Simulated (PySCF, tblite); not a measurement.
# C8H9O radical: geometry, infrared bands and EPR parameters

Wanted: the infrared bands and EPR parameters of C8H9O radical (`CC(=O)C1=C[CH]C=CC1`), by calculation.

Computed with tblite 0.8.0 and PySCF 2.14.0, with density-fitted response routines of our own, on a single molecule in the gas phase. Atoms count from 0, in the outputs and in this text.

**1. Starting geometry**

18 atoms, charge 0, multiplicity 2; geometry from: force field or distance geometry start.

Bonds of the start (Å): C0–C1 1.51, C1–O2 1.21, C1–C3 1.50, C3–C4 1.36, C4–C5 1.44, C5–C6 1.45, C6–C7 1.33, C7–C8 1.51, C8–C3 1.51, C0–H9 1.11, C0–H10 1.09, C0–H11 1.09, C4–H12 1.09, C5–H13 1.09, C6–H14 1.08, C7–H15 1.07, C8–H16 1.09, C8–H17 1.10.

**2. Optimising the geometry with GFN2-xTB**

What the job is given:

```
{"job": {"kind": "relax", "xc": "GFN2-xTB", "basis": "xTB"}, "charge": 0, "multiplicity": 2}
C     -2.635500    -0.299400     0.937500
C     -1.791500     0.313000    -0.153800
O     -2.285200     0.961400    -1.050400
C     -0.304000     0.114700    -0.118600
C      0.303300    -0.602900     0.867800
C      1.736800    -0.752600     0.823100
C      2.559100    -0.168800    -0.214800
C      1.970600     0.540800    -1.179100
C      0.472500     0.754000    -1.244200
H     -3.697000    -0.047600     0.753900
H     -2.551300    -1.387100     0.930300
H     -2.371200     0.110500     1.914700
H     -0.225000    -1.074100     1.691700
H      2.231200    -1.324600     1.607500
H      3.629400    -0.311000    -0.181400
H      2.560400     0.981800    -1.960800
H      0.106400     0.365400    -2.198900
H      0.282100     1.832800    -1.236100
```

Launch:

```console
OMP_NUM_THREADS=1 python probes_run.py task.json out
```

The driver reads the jobs from task.json and runs them one after another.

The program printed:

```text
step      E/eV     max force
  0    -699.44443    2.606
  1    -699.57236    0.818
  2    -699.59865    0.540
  3    -699.61721    0.300
  4    -699.62816    0.261
  5    -699.63311    0.182
  6    -699.63777    0.145
  7    -699.64132    0.135
  8    -699.64456    0.138
  9    -699.64626    0.085
 10    -699.64710    0.058
 11    -699.64781    0.074
 12    -699.64858    0.072
 13    -699.64914    0.049
 14    -699.64941    0.033
 15    -699.64960    0.037
 16    -699.64981    0.037
 17    -699.65002    0.029
 18    -699.65016    0.026
 19    -699.65024    0.021
 20    -699.65030    0.023
 21    -699.65036    0.021
 22    -699.65042    0.019
 23    -699.65048    0.019
 24    -699.65054    0.015
 25    -699.65059    0.016
 26    -699.65062    0.013
 27    -699.65065    0.012
 28    -699.65069    0.015
 29    -699.65074    0.019
 30    -699.65078    0.014
 31    -699.65080    0.008
```

Run time: 0.22 s. Hardware: 1 thread of Arm Neoverse V1, shared host.

The steps of the relaxation:

| step | energy from step 0 (eV) | largest force (eV/Å) |
| --- | --- | --- |
| 0 | 0.0000 | 2.6063 |
| 1 | -0.1279 | 0.8180 |
| 2 | -0.1542 | 0.5399 |
| 3 | -0.1728 | 0.3004 |
| 4 | -0.1837 | 0.2606 |
| 5 | -0.1887 | 0.1819 |
| 6 | -0.1933 | 0.1454 |
| 7 | -0.1969 | 0.1349 |
| 8 | -0.2001 | 0.1384 |
| 9 | -0.2018 | 0.0847 |
| 10 | -0.2027 | 0.0582 |
| 11 | -0.2034 | 0.0740 |
| 12 | -0.2042 | 0.0720 |
| 13 | -0.2047 | 0.0494 |
| 14 | -0.2050 | 0.0327 |
| 15 | -0.2052 | 0.0366 |
| 16 | -0.2054 | 0.0374 |
| 17 | -0.2056 | 0.0293 |
| 18 | -0.2057 | 0.0261 |
| 19 | -0.2058 | 0.0211 |
| 20 | -0.2059 | 0.0226 |
| 21 | -0.2059 | 0.0212 |
| 22 | -0.2060 | 0.0188 |
| 23 | -0.2061 | 0.0189 |
| 24 | -0.2061 | 0.0153 |
| 25 | -0.2062 | 0.0163 |
| 26 | -0.2062 | 0.0129 |
| 27 | -0.2062 | 0.0124 |
| 28 | -0.2063 | 0.0149 |
| 29 | -0.2063 | 0.0189 |
| 30 | -0.2064 | 0.0144 |
| 31 | -0.2064 | 0.0076 |

Close pairs (by a distance rule), those that changed most:

| bond | before (Å) | after (Å) | change (Å) |
| --- | --- | --- | --- |
| C4–C5 | 1.442 | 1.384 | -0.058 |
| C1–C3 | 1.501 | 1.455 | -0.046 |
| C5–C6 | 1.447 | 1.414 | -0.033 |
| C7–C8 | 1.515 | 1.481 | -0.033 |
| C3–C4 | 1.363 | 1.382 | +0.020 |
| C0–H9 | 1.106 | 1.087 | -0.019 |
| C6–C7 | 1.334 | 1.350 | +0.016 |
| C1–O2 | 1.212 | 1.224 | +0.013 |

The final coordinates are the input of the step that follows.

**3. Infrared spectrum with GFN2-xTB**

What the job is given:

```
{"job": {"kind": "ir", "xc": "GFN2-xTB", "basis": "xTB"}, "charge": 0, "multiplicity": 2}
C     -2.596130    -0.295631     0.926064
C     -1.753163     0.321179    -0.169601
O     -2.267132     0.972451    -1.069802
C     -0.313276     0.117796    -0.123350
C      0.342890    -0.603100     0.856851
C      1.717718    -0.761480     0.848145
C      2.501487    -0.183273    -0.176671
C      1.926845     0.533680    -1.166272
C      0.463380     0.752583    -1.234592
H     -3.639760    -0.051274     0.746113
H     -2.478868    -1.377084     0.930723
H     -2.300554     0.095584     1.897054
H     -0.222463    -1.058857     1.655853
H      2.199949    -1.330238     1.627636
H      3.572046    -0.325802    -0.153617
H      2.522595     0.977242    -1.950673
H      0.072487     0.391652    -2.198242
H      0.243193     1.830888    -1.257277
```

The program printed:

```text
mode    cm-1     km/mol
  1      68.0      5.64
  2      87.1      2.13
  3     177.3      0.38
  4     200.4      5.26
  5     217.8      1.37
  6     346.5      1.54
  7     359.7      0.09
  8     455.2      1.47
  9     491.7      5.15
 10     546.3      1.21
 11     569.8     14.29
 12     571.1     10.88
 13     703.3     20.23
 14     730.2      4.95
 15     801.0      0.01
 16     870.9      5.17
 17     907.9      0.06
 18     920.9      0.01
 19     926.8      2.35
 20     962.6     50.17
 21     985.2     14.96
 22    1014.0      4.02
 23    1055.2      4.53
 24    1072.3      2.21
 25    1094.6      0.11
 26    1177.5      5.62
 27    1180.5     29.81
 28    1261.4    232.92
 29    1282.4     15.83
 30    1349.1      1.89
 31    1364.2     35.52
 32    1368.6      8.75
 33    1398.0     26.92
 34    1404.1     64.87
 35    1465.6      6.22
 36    1473.0      9.08
 37    1488.1     29.74
 38    1599.4     48.08
 39    1651.3    364.03
 40    2833.8      3.84
 41    2890.6      7.86
 42    3024.8     19.60
 43    3026.8      7.23
 44    3056.0     13.59
 45    3072.9      8.95
 46    3084.4     21.11
 47    3088.3     41.91
 48    3101.8     38.93
```

Wall time 0.66 s (1 thread of Arm Neoverse V1, shared host).

The strongest bands and the atoms that carry them (share of the mass-weighted mode):

```csv
cm⁻¹,km/mol,atoms
963,50.2,"C0 22 %, C1 14 %, H10 12 %, H11 11 %"
1261,232.9,"C1 38 %, C3 19 %"
1364,35.5,"H14 20 %, C7 13 %, C6 11 %, C8 11 %"
1404,64.9,"C5 24 %, C4 23 %, H17 13 %, H16 13 %"
1599,48.1,"C7 39 %, C6 36 %"
1651,364.0,"C1 58 %, O2 35 %"
3088,41.9,"H12 61 %, H14 18 %"
3102,38.9,"H13 68 %, H12 17 %"
```

**4. g tensor and hyperfine couplings: B3LYP/pcH-1**

Same as in step 3 but for these lines:

```diff
@@ -1,2 +1,2 @@
-{"job": {"kind": "ir", "xc": "GFN2-xTB", "basis": "xTB"}, "charge": 0, "multiplicity": 2}
+{"job": {"kind": "epr", "basis": "pcH-1"}, "charge": 0, "multiplicity": 2}
 C     -2.596130    -0.295631     0.926064
```

Level: UKS B3LYP, pcH-1 on C H O, non-relativistic, mean-field spin-orbit, GIAO.

The program printed:

```text
UKS, coarse grid
  cycle   1  E = -385.30925650  |g| = 6.32e-01
  cycle   2  E = -384.07527199  |g| = 1.61e+00
  cycle   3  E = -385.38561892  |g| = 3.93e-01
  cycle   4  E = -385.47082687  |g| = 1.07e-01
  cycle   5  E = -385.47398483  |g| = 7.19e-02
  cycle   6  E = -385.47692067  |g| = 2.06e-02
  cycle   7  E = -385.47723805  |g| = 9.02e-03
  cycle   8  E = -385.47733266  |g| = 4.92e-03
  cycle   9  E = -385.47737414  |g| = 2.74e-03
  cycle  10  E = -385.47738200  |g| = 1.53e-03
  cycle  11  E = -385.47738398  |g| = 4.29e-04
UKS, final grid
  cycle   1  E = -385.47741276  |g| = 5.02e-04
  cycle   2  E = -385.47741262  |g| = 8.13e-04
  cycle   3  E = -385.47741295  |g| = 1.05e-04
  cycle   4  E = -385.47741296  |g| = 8.40e-05
  cycle   5  E = -385.47741297  |g| = 4.64e-05
  cycle   6  E = -385.47741297  |g| = 1.41e-05
E = -385.47741297 Eh   <S^2> = 0.7828 (exact 0.7500)
g shifts (ppm)      1          2          3
  rmc          -162       -162       -162
  gc             -8         26         26
  oz_so         -16       1206       2249
  total        -186       1071       2113
hyperfine (MHz)  atom isotope    a_iso     a_fc   dipolar eigenvalues
    0   13C      -2.17      -2.17     -0.57      0.05      0.52
    1   13C     -16.72     -16.72     -0.82     -0.48      1.30
    2   17O      -8.12      -8.12    -38.66     19.23     19.43
    3   13C      35.35      35.35    -33.08    -31.37     64.45
    4   13C     -34.24     -34.24    -23.09      9.80     13.30
    5   13C      40.93      40.93    -37.39    -35.21     72.60
    6   13C     -30.12     -30.12    -18.19      7.81     10.38
    7   13C      29.68      29.68    -28.02    -26.46     54.47
    8   13C     -30.02     -30.02     -2.23     -0.56      2.79
    9    1H      -0.63      -0.63     -1.17     -0.74      1.91
   10    1H       3.65       3.65     -1.57     -1.04      2.62
   11    1H       3.65       3.65     -1.58     -1.04      2.62
   12    1H       9.52       9.52     -3.78     -1.62      5.39
   13    1H     -30.88     -30.88    -18.21     -0.19     18.40
   14    1H       7.47       7.47     -3.32     -0.42      3.74
   15    1H     -23.29     -23.29    -13.04     -1.28     14.32
   16    1H     145.15     145.15     -4.31      0.07      4.24
   17    1H     144.69     144.69     -4.31      0.07      4.23
```

Wall time 2.2 min (1 thread of Arm Neoverse V1, shared host); peak memory 0.98 GiB.

Principal g values 2.00213, 2.00339, 2.00443; g(iso) = 2.00332, against 2.00232 for a free electron.

Hyperfine couplings; where a row names several nuclei, a(iso) is their mean (it holds for fast rotation or exchange) and the dipolar term the largest among them:

```csv
nuclei,isotope,a(iso) (MHz),"a(iso) (G, at g = 2.0023)",largest dipolar term (MHz)
"H16, H17",1H,144.9,51.7,-4.3
C5,13C,40.9,14.6,72.6
C3,13C,35.3,12.6,64.5
C4,13C,-34.2,-12.2,-23.1
H13,1H,-30.9,-11.0,18.4
C6,13C,-30.1,-10.7,-18.2
C8,13C,-30.0,-10.7,2.8
C7,13C,29.7,10.6,54.5
H15,1H,-23.3,-8.3,14.3
C1,13C,-16.7,-6.0,1.3
H12,1H,9.5,3.4,5.4
O2,17O,-8.1,-2.9,-38.7
H14,1H,7.5,2.7,3.7
"H9, H10, H11",1H,2.2,0.8,2.6
```

Mulliken spin populations:

C0 0.00; C1 -0.02; O2 0.12; C3 0.42; C4 -0.20; C5 0.48; C6 -0.17; C7 0.36; C8 -0.08; H9 0.00; H10 0.00; H11 0.00; H12 0.01; H13 -0.02; H14 0.01; H15 -0.02; H16 0.06; H17 0.06

In first order the couplings over 0.8 MHz of 1H give 192 distinct lines over 131.2 G, if the averaged nuclei exchange fast.

Orbitals, density, ELF and potential are computed afterwards from the orbital file.

ELF in a plane through or near 14 of the atoms.

Values, 10 rows by 14 columns:
```
0.00 0.00 0.00 0.00 0.00 0.00 0.00 0.00 0.00 0.00 0.00 0.00 0.00 0.00
0.00 0.00 0.00 0.00 0.01 0.11 0.00 0.00 0.00 0.00 0.00 0.00 0.00 0.00
0.00 0.00 0.00 0.00 0.86 1.00 0.21 0.15 0.55 0.00 0.00 0.00 0.00 0.00
0.00 0.00 0.34 0.50 0.15 0.76 0.50 0.94 0.96 0.03 0.11 0.02 0.00 0.00
0.00 0.00 0.96 1.00 0.25 0.84 0.62 0.49 0.04 0.48 0.53 0.35 0.07 0.00
0.00 0.00 0.02 0.08 0.87 0.50 0.48 0.91 0.82 0.95 0.67 1.00 0.78 0.00
0.00 0.00 0.13 0.99 0.95 0.81 0.59 0.29 0.55 0.78 0.12 0.23 0.05 0.00
0.00 0.00 0.03 0.94 0.50 0.07 0.50 0.04 0.90 0.88 0.71 0.00 0.00 0.00
0.00 0.00 0.00 0.00 0.00 0.00 0.01 0.00 0.08 0.08 0.01 0.00 0.00 0.00
0.00 0.00 0.00 0.00 0.00 0.00 0.00 0.00 0.00 0.00 0.00 0.00 0.00 0.00
```
The map spans 12.6 Å across and 10.3 Å up, centred on the molecule. Atoms in the plane (x, y in Å): C0 (2.8, 0.3), C1 (1.6, -0.7), O2 (1.9, -1.9), C3 (0.3, -0.2), C4 (-0.1, 1.1), C5 (-1.4, 1.5), C6 (-2.5, 0.6), C7 (-2.2, -0.8), C8 (-0.8, -1.3), H9 (3.7, -0.2), H12 (0.7, 1.9), H13 (-1.6, 2.6), H14 (-3.5, 0.9), H15 (-3.0, -1.5).

On the surface of density 0.002 e/bohr³ the electrostatic potential runs, from the 1st to the 99th percentile, from -1.87 V near O2 to 1.07 V near H12.

The spin density lies nearest to C3, C5 about 21 % each; C7 16 %; O2 8 %; C4, C6 about 6 % each (beta excess).

**5. What came out**

```
                                 quantity                      value
strongest single infrared mode (GFN2-xTB)      1651 cm⁻¹, 364 km/mol
             zero-point energy (GFN2-xTB)              89.7 kcal/mol
                           g(iso) (B3LYP)                    2.00332
                                     ⟨S²⟩         0.783 (exact 0.75)
       largest a(iso) (averaged by class)  1H on H16, H17, 144.9 MHz
    surface potential, 1st and 99th percentile         -1.87 V and 1.07 V
```

**Reading.** Over 31 steps the energy fell by 0.206 eV; of the close pairs, C4–C5 changed most, 1.442 to 1.384 Å. All 48 modes are real, so the xTB geometry is a minimum. The strongest single mode, at 1651 cm⁻¹, moves mainly C1 and O2. Unscaled tight-binding wavenumbers are off by several per cent, some by more. Its intensities can rank the bands wrongly. The largest spin populations lie on C5 (0.48 e), C3 (0.42 e), C7 (0.36 e). The isotropic g lies 1.0 ppt above the free-electron value.
